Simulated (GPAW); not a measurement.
Crystal: NaFeO3.

```xyz
10
Lattice="7.6610 0.0000 0.0000 0.0000 3.8305 0.0000 0.0000 0.0000 3.8305" Properties=species:S:1:pos:R:3 pbc="T T T"
Fe    1.9152    1.9152    1.9152
Fe    5.7457    1.9152    1.9152
Na    0.0000    0.0000    0.0000
Na    3.8305    0.0000    0.0000
O     0.0000    1.9152    1.9152
O     3.8305    1.9152    1.9152
O     1.9152    0.0000    1.9152
O     5.7457    0.0000    1.9152
O     1.9152    1.9152    0.0000
O     5.7457    1.9152    0.0000
```

The cell comes from a database or a generator and needn't be the stable form of this composition.

Base run:

```yaml
Program: GPAW 26.7.0
Functional: PBEsol
Potentials_or_basis: PAW data sets generated in the run's folder for this functional
Cutoff: 800 eV
Basis: pw
k_mesh: 3 × 6 × 6
Occupations: fermi-dirac, width 0.05 eV
Spin: no spin polarisation
```

Its results: band gap on the k mesh none (metal or under the smearing width); pressure -18.1 GPa.

Task: The run is repeated on the same cell with these changes: spin from no spin polarisation to collinear spin, ferromagnetic start. What comes out?

Result: Band gap on the k mesh none (metal or under the smearing width); pressure -13.2 GPa; net moment 7.85 μB per cell; site moments Fe +2.59; Na +0.00; O +0.27 μB.

Caveats: semilocal functionals often make such compounds metallic where correlation or magnetic order opens a gap, which also shifts bond lengths.
